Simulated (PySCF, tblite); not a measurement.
# C₆H₈N radical: geometry, infrared bands and EPR parameters

Wanted: the infrared bands and EPR parameters of C₆H₈N radical (`C=CN=C1C[CH]C1`), by calculation.

The runs use tblite 0.8.0 and PySCF 2.14.0, with density-fitted response routines of our own; the level of theory stands in each step. All values are computed, except where a source is named. Atoms count from 0, in the outputs and in this text.

## Step 1: The starting structure

15 atoms, charge 0, multiplicity 2; geometry from: force field or distance geometry start.

Bonds of the start (Å): C0–C1 1.34, C1–N2 1.43, N2–C3 1.28, C3–C4 1.48, C4–C5 1.52, C5–C6 1.53, C6–C3 1.51, C0–H7 1.09, C0–H8 1.07, C1–H9 1.08, C4–H10 1.09, C4–H11 1.11, C5–H12 1.10, C6–H13 1.09, C6–H14 1.10.

## Step 2: Optimising the geometry with GFN2-xTB

What the job is given:

```
{"job": {"kind": "relax", "xc": "GFN2-xTB", "basis": "xTB"}, "charge": 0, "multiplicity": 2}
C      2.786300     0.247100    -0.126600
C      1.802300    -0.109600    -0.960600
N      0.696300     0.779300    -1.110400
C     -0.422800     0.388900    -0.619500
C     -1.830100     0.826700    -0.458200
C     -1.809500     0.072700     0.865900
C     -0.840600    -0.854500     0.135400
H      3.644100    -0.414800     0.015300
H      2.726200     1.179700     0.399300
H      1.850400    -1.059300    -1.482600
H     -2.014400     1.901400    -0.381900
H     -2.461600     0.243600    -1.157900
H     -2.761900    -0.396300     1.150800
H     -1.342200    -1.537200    -0.555200
H     -0.026900    -1.259500     0.758700
```

Started as:

```
$ OMP_NUM_THREADS=1 python probes_run.py task.json out
```

One launch serves the whole session: the jobs run in the order shown.

The program printed:

```text
step      E/eV     max force
  0    -534.77570    3.238
  1    -535.07649    2.412
  2    -535.27756    1.115
  3    -535.40514    0.921
  4    -535.47092    0.923
  5    -535.52782    0.936
  6    -535.59250    0.624
  7    -535.63327    0.594
  8    -535.66767    0.502
  9    -535.70042    0.432
 10    -535.73566    0.556
 11    -535.77972    0.513
 12    -535.82121    0.608
 13    -535.84698    0.388
 14    -535.86588    0.376
 15    -535.88078    0.324
 16    -535.88639    0.368
 17    -535.89429    0.231
 18    -535.89971    0.189
 19    -535.90771    0.180
 20    -535.91140    0.206
 21    -535.92030    0.169
 22    -535.92447    0.160
 23    -535.92744    0.145
 24    -535.92987    0.174
 25    -535.93219    0.134
 26    -535.93393    0.111
 27    -535.93515    0.098
 28    -535.93636    0.136
 29    -535.93798    0.137
 30    -535.93962    0.104
 31    -535.94092    0.078
 32    -535.94200    0.073
 33    -535.94317    0.100
 34    -535.94458    0.101
 35    -535.94606    0.098
 36    -535.94735    0.098
 37    -535.94850    0.072
 38    -535.94974    0.085
 39    -535.95115    0.080
 40    -535.95255    0.084
 41    -535.95382    0.085
 42    -535.95515    0.080
 43    -535.95676    0.098
 44    -535.95855    0.117
 45    -535.96003    0.093
 46    -535.96098    0.060
 47    -535.96166    0.058
 48    -535.96233    0.057
 49    -535.96300    0.072
 50    -535.96353    0.054
 51    -535.96389    0.042
 52    -535.96423    0.045
 53    -535.96464    0.057
 54    -535.96518    0.075
 55    -535.96584    0.075
 56    -535.96662    0.071
 57    -535.96745    0.108
 58    -535.96829    0.094
 59    -535.96923    0.092
 60    -535.97050    0.093
 61    -535.97193    0.114
 62    -535.97426    0.156
 63    -535.97828    0.179
 64    -535.96657    0.955
 65    -535.98509    0.219
 66    -535.98870    0.115
 67    -535.98176    0.789
 68    -535.99400    0.095
 69    -535.99569    0.080
 70    -535.99757    0.304
 71    -535.99908    0.127
 72    -536.00040    0.062
 73    -536.00226    0.076
 74    -536.00304    0.085
 75    -536.00368    0.095
 76    -536.00452    0.104
 77    -536.00520    0.049
 78    -536.00555    0.054
 79    -536.00595    0.051
 80    -536.00639    0.056
 81    -536.00688    0.061
 82    -536.00738    0.097
 83    -536.00790    0.064
 84    -536.00849    0.132
 85    -536.00921    0.083
 86    -536.00999    0.079
 87    -536.01077    0.072
 88    -536.01129    0.067
 89    -536.01181    0.045
 90    -536.01205    0.037
 91    -536.01224    0.035
 92    -536.01243    0.035
 93    -536.01261    0.028
 94    -536.01273    0.040
 95    -536.01281    0.029
 96    -536.01290    0.057
 97    -536.01302    0.058
 98    -536.01342    0.077
 99    -536.01371    0.077
100    -536.01417    0.069
101    -536.01458    0.052
102    -536.01506    0.052
103    -536.01549    0.049
104    -536.01591    0.057
105    -536.01630    0.058
106    -536.01660    0.042
107    -536.01684    0.033
108    -536.01703    0.034
109    -536.01720    0.036
110    -536.01732    0.031
111    -536.01744    0.023
112    -536.01751    0.021
113    -536.01757    0.019
114    -536.01761    0.021
115    -536.01768    0.023
116    -536.01775    0.020
117    -536.01784    0.026
118    -536.01796    0.032
119    -536.01811    0.029
120    -536.01833    0.031
121    -536.01860    0.044
122    -536.01885    0.051
123    -536.01885    0.110
124    -536.01912    0.030
125    -536.01921    0.030
126    -536.01951    0.030
127    -536.01962    0.025
128    -536.01971    0.014
129    -536.01973    0.011
130    -536.01975    0.008
```

Run time: 0.66 s. Hardware: 1 thread of Arm Neoverse V1, shared host; peak memory 0.18 GiB.

Relaxation path: (not every step is listed)

```csv
step,energy from step 0 (eV),largest force (eV/Å)
0,0.0000,3.2377
1,-0.3008,2.4121
2,-0.5019,1.1151
3,-0.6294,0.9206
4,-0.6952,0.9225
5,-0.7521,0.9356
6,-0.8168,0.6239
7,-0.8576,0.5941
8,-0.8920,0.5018
19,-1.1320,0.1803
30,-1.1639,0.1044
41,-1.1781,0.0851
52,-1.1885,0.0450
63,-1.2026,0.1791
74,-1.2273,0.0848
85,-1.2335,0.0832
96,-1.2372,0.0566
107,-1.2411,0.0328
118,-1.2423,0.0319
125,-1.2435,0.0296
126,-1.2438,0.0300
127,-1.2439,0.0252
128,-1.2440,0.0139
129,-1.2440,0.0112
130,-1.2441,0.0081
```

Close pairs (by a distance rule), those that changed most:

```csv
bond,before (Å),after (Å),change (Å)
C1–N2,1.427,1.376,-0.051
C5–C6,1.527,1.488,-0.039
C4–C5,1.524,1.489,-0.035
N2–C3,1.283,1.250,-0.033
C5–H12,1.099,1.069,-0.030
C3–C4,1.483,1.508,+0.025
C0–H7,1.093,1.075,-0.018
C4–H11,1.108,1.095,-0.013
```

The end geometry stands in the next job.

## Step 3: Vibrational analysis with GFN2-xTB

What the job is given:

```
{"job": {"kind": "ir", "xc": "GFN2-xTB", "basis": "xTB"}, "charge": 0, "multiplicity": 2}
C      2.628439     0.004491    -0.176712
C      1.823063    -0.005452    -1.232635
N      0.564935     0.548430    -1.287201
C     -0.412447     0.256827    -0.564994
C     -1.804513     0.834084    -0.517584
C     -2.113691    -0.196164     0.512051
C     -0.746296    -0.783297     0.494703
H      3.647123    -0.330371    -0.247962
H      2.306410     0.394232     0.774003
H      2.168026    -0.348680    -2.200754
H     -1.853255     1.879295    -0.193623
H     -2.359636     0.767960    -1.459581
H     -3.023710    -0.494194     0.987671
H     -0.659416    -1.824458     0.163751
H     -0.169446    -0.694715     1.421299
```

The program printed:

```text
mode    cm-1     km/mol
  1      75.2      5.49
  2      92.6      2.79
  3     131.6     16.73
  4     161.0      7.79
  5     199.7     12.97
  6     367.9      3.70
  7     432.3      4.61
  8     562.4      6.19
  9     613.7      2.73
 10     706.3      0.26
 11     742.9     13.67
 12     836.2     14.15
 13     879.3     12.84
 14     937.4      1.89
 15     945.2      3.61
 16     970.5     22.86
 17     989.3      2.42
 18     995.7     12.73
 19    1032.8      3.00
 20    1073.2      3.69
 21    1079.2     55.56
 22    1170.1     10.19
 23    1194.1      2.90
 24    1237.8     18.36
 25    1248.3     26.57
 26    1272.8      9.80
 27    1399.4     14.20
 28    1407.1     21.74
 29    1419.0      0.32
 30    1661.8     58.24
 31    1820.9    198.61
 32    2876.9     29.86
 33    2880.1      3.79
 34    2920.1      1.05
 35    2922.4     49.52
 36    3037.3     33.58
 37    3110.5     18.75
 38    3143.8     47.86
 39    3174.5     51.19
```

It took 0.36 s on 1 thread of Arm Neoverse V1, shared host; peak memory 0.18 GiB.

Which atoms move in the most intense modes:

```csv
cm⁻¹,km/mol,atoms
1079,55.6,C3 54 %
1662,58.2,"C1 50 %, C0 41 %"
1821,198.6,"C3 59 %, N2 39 %"
2877,29.9,"H13 47 %, H14 30 %"
2922,49.5,"H10 32 %, H11 29 %, H14 21 %, H13 14 %"
3037,33.6,H9 92 %
3144,47.9,"H7 68 %, H8 21 %"
3174,51.2,H12 92 %
```

## Step 4: g tensor and hyperfine couplings: B3LYP/pcH-1

The job, as its differences from that of step 3:

```diff
@@ -1,2 +1,2 @@
-{"job": {"kind": "ir", "xc": "GFN2-xTB", "basis": "xTB"}, "charge": 0, "multiplicity": 2}
+{"job": {"kind": "epr", "basis": "pcH-1"}, "charge": 0, "multiplicity": 2}
 C      2.628439     0.004491    -0.176712
```

With the program's defaults for keys left out, this is: UKS B3LYP, pcH-1 on C H N, non-relativistic, mean-field spin-orbit, GIAO.

The program printed:

```text
UKS, coarse grid
  cycle   1  E = -288.03299387  |g| = 3.33e-01
  cycle   2  E = -288.00483184  |g| = 4.27e-01
  cycle   3  E = -288.08788824  |g| = 8.82e-02
  cycle   4  E = -288.09055585  |g| = 4.47e-02
  cycle   5  E = -288.09136181  |g| = 1.50e-02
  cycle   6  E = -288.09147443  |g| = 4.77e-03
  cycle   7  E = -288.09148725  |g| = 1.10e-03
  cycle   8  E = -288.09148869  |g| = 5.89e-04
UKS, final grid
  cycle   1  E = -288.09151440  |g| = 6.71e-04
  cycle   2  E = -288.09151428  |g| = 8.44e-04
  cycle   3  E = -288.09151465  |g| = 1.15e-04
  cycle   4  E = -288.09151466  |g| = 4.46e-05
  cycle   5  E = -288.09151466  |g| = 3.34e-05
  cycle   6  E = -288.09151466  |g| = 1.40e-05
E = -288.09151466 Eh   <S^2> = 0.7545 (exact 0.7500)
g shifts (ppm)      1          2          3
  rmc          -135       -135       -135
  gc              1         13         21
  oz_so         -18        656        749
  total        -152        535        636
hyperfine (MHz)  atom isotope    a_iso     a_fc   dipolar eigenvalues
    0   13C      -0.63      -0.63     -0.58      0.06      0.52
    1   13C       0.58       0.58     -0.35     -0.11      0.46
    2   14N      -0.88      -0.88     -1.13      0.39      0.75
    3   13C       7.22       7.22     -1.97     -0.05      2.02
    4   13C     -35.35     -35.35     -2.92      0.68      2.24
    5   13C      98.29      98.29    -81.85    -80.36    162.21
    6   13C     -36.06     -36.06     -2.78      0.53      2.25
    7    1H       0.12       0.12     -0.42     -0.31      0.73
    8    1H       0.20       0.20     -1.00     -0.87      1.87
    9    1H      -1.03      -1.03     -0.56     -0.52      1.09
   10    1H     121.79     121.79     -4.80     -3.95      8.75
   11    1H     116.42     116.42     -4.58     -3.58      8.17
   12    1H     -64.29     -64.29    -38.78     -0.26     39.04
   13    1H     114.24     114.24     -4.54     -3.58      8.13
   14    1H     121.42     121.42     -4.80     -3.96      8.76
```

It took 51 s on 1 thread of Arm Neoverse V1, shared host; peak memory 0.95 GiB.

Principal g values 2.00217, 2.00285, 2.00296; g(iso) = 2.00266, against 2.00232 for a free electron.

Mean a(iso) over the nuclei that a row names, and the largest dipolar term of the row (other rows stand at the frozen geometry):

```
  nuclei  isotope  a(iso) (MHz)  a(iso) (G, at g = 2.0023)  largest dipolar term (MHz)
H10, H11       1H         119.1                       42.5                         8.7
H13, H14       1H         117.8                       42.0                         8.8
      C5      13C          98.3                       35.1                       162.2
     H12       1H         -64.3                      -22.9                        39.0
      C6      13C         -36.1                      -12.9                        -2.8
      C4      13C         -35.3                      -12.6                        -2.9
      C3      13C           7.2                        2.6                         2.0
      H9       1H          -1.0                       -0.4                         1.1
      N2      14N          -0.9                       -0.3                        -1.1
      C0      13C          -0.6                       -0.2                        -0.6
      C1      13C           0.6                        0.2                         0.5
      H8       1H           0.2                        0.1                         1.9
      H7       1H           0.1                        0.0                         0.7
```

Mulliken spin populations:

C0 0.00; C1 0.00; N2 -0.01; C3 0.02; C4 -0.09; C5 1.02; C6 -0.09; H7 0.00; H8 0.00; H9 0.00; H10 0.05; H11 0.05; H12 -0.04; H13 0.05; H14 0.05

In first order the couplings over 0.8 MHz of 1H, 14N give 108 distinct lines over 193.0 G, if the averaged nuclei exchange fast.

Orbitals, density, ELF and potential are computed afterwards from the orbital file.

ELF in a plane through or near 7 of the atoms.

Values, 10 rows by 14 columns:
```
0.00 0.00 0.00 0.00 0.00 0.00 0.00 0.00 0.00 0.00 0.00 0.00 0.00 0.00
0.00 0.00 0.00 0.00 0.00 0.00 0.00 0.05 0.02 0.00 0.00 0.00 0.00 0.00
0.00 0.00 0.00 0.01 0.04 0.00 0.07 0.75 0.27 0.03 0.14 0.13 0.00 0.00
0.00 0.00 0.68 0.70 0.49 0.30 0.04 0.78 0.41 0.59 0.99 0.98 0.04 0.00
0.00 0.01 0.98 0.98 0.66 0.63 0.03 0.90 0.60 0.34 0.90 0.83 0.02 0.00
0.00 0.00 0.35 0.27 0.68 0.28 0.63 0.36 0.66 0.79 0.21 0.02 0.00 0.00
0.00 0.00 0.00 0.07 0.67 0.57 0.47 0.50 0.60 0.95 0.69 0.01 0.00 0.00
0.00 0.00 0.00 0.04 0.18 0.12 0.92 0.28 0.10 0.97 0.88 0.02 0.00 0.00
0.00 0.00 0.00 0.00 0.00 0.00 0.12 0.01 0.00 0.07 0.02 0.00 0.00 0.00
0.00 0.00 0.00 0.00 0.00 0.00 0.00 0.00 0.00 0.00 0.00 0.00 0.00 0.00
```
The map spans 12.5 Å across and 8.7 Å up, centred on the molecule. Atoms in the plane (x, y in Å): C1 (-1.9, -0.7), N2 (-0.7, -1.1), C3 (0.4, -0.4), C5 (2.2, 0.6), C6 (0.8, 1.0), H7 (-3.6, 0.5), H12 (3.1, 1.0).

On the surface of density 0.002 e/bohr³ the electrostatic potential runs, from the 1st to the 99th percentile, from -1.48 V near N2 to 0.83 V near H12.

The spin density lies nearest to C5 61 %; H12 14 %.

## Step 5: Summary of results

```
                                 quantity                      value
strongest single infrared mode (GFN2-xTB)      1821 cm⁻¹, 199 km/mol
             zero-point energy (GFN2-xTB)              73.9 kcal/mol
                           g(iso) (B3LYP)                    2.00266
                                     ⟨S²⟩         0.754 (exact 0.75)
       largest a(iso) (averaged by class)  1H on H10, H11, 119.1 MHz
    surface potential, 1st and 99th percentile         -1.48 V and 0.83 V
```

What this shows: Relaxing lowered the energy by 1.244 eV in 130 steps; the close pair that moved most is C1–N2, from 1.427 to 1.376 Å. All 39 modes are real, so the xTB geometry is a minimum. The strongest single mode, at 1821 cm⁻¹, moves mainly C3 and N2. GFN2-xTB is a fitted tight-binding method: band positions and strengths are rough. Its intensities can rank the bands wrongly. C5 carries the largest spin population, 1.02 e. The isotropic g lies 0.3 ppt above the free-electron value.
